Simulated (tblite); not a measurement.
# C4H10BrClSi2: the cost of one run

Programs: tblite 0.8.0 and PySCF 2.14.0, with density-fitted response routines of our own. Each step states its level of theory. These are calculated values for one molecule in the gas phase, unless marked as measured. Atoms are numbered from 0 throughout.

## (1) The starting structure

18 atoms, charge 0, multiplicity 1; geometry from: force field or distance geometry start.

Bonds of the start (Å): C0–Si1 1.87, Si1–C2 1.84, C2–Br3 1.92, C2–C4 1.32, C4–Si5 1.82, Si5–C6 1.85, C6–Cl7 1.80, C0–H8 1.13, C0–H9 1.11, C0–H10 1.10, Si1–H11 1.48, Si1–H12 1.45, C4–H13 1.09, Si5–H14 1.48, Si5–H15 1.45, C6–H16 1.12, C6–H17 1.12.

## (2) Relaxing the molecule with GFN2-xTB

What the job is given:

```
{"job": {"kind": "relax", "xc": "GFN2-xTB", "basis": "xTB"}, "charge": 0, "multiplicity": 1}
C     -2.921700    -0.775800     0.077900
Si    -1.100700    -0.542600    -0.292800
C     -0.730900     1.212200     0.116700
Br    -2.122900     2.436000     0.636000
C      0.506400     1.666100     0.038600
Si     1.932000     0.644000    -0.461600
C      2.229800    -0.831500     0.606300
Cl     3.999600    -0.951300     0.902100
H     -3.154200    -0.363700     1.105600
H     -3.503700    -0.142400    -0.631000
H     -3.186700    -1.838800     0.049800
H     -0.404100    -1.505000     0.591000
H     -0.884400    -0.858900    -1.696200
H      0.672100     2.716300     0.272500
H      3.128100     1.498500    -0.325000
H      1.903800     0.199100    -1.846600
H      1.682400    -0.820400     1.581200
H      1.946400    -1.735100     0.014400
```

On the command line:

```console
> OMP_NUM_THREADS=1 python probes_run.py task.json out
```

This one command runs all jobs of the session in turn.

**Question.** How long does this first job take on 1 thread of Arm Neoverse V2, shared host?

About 2.1 s.
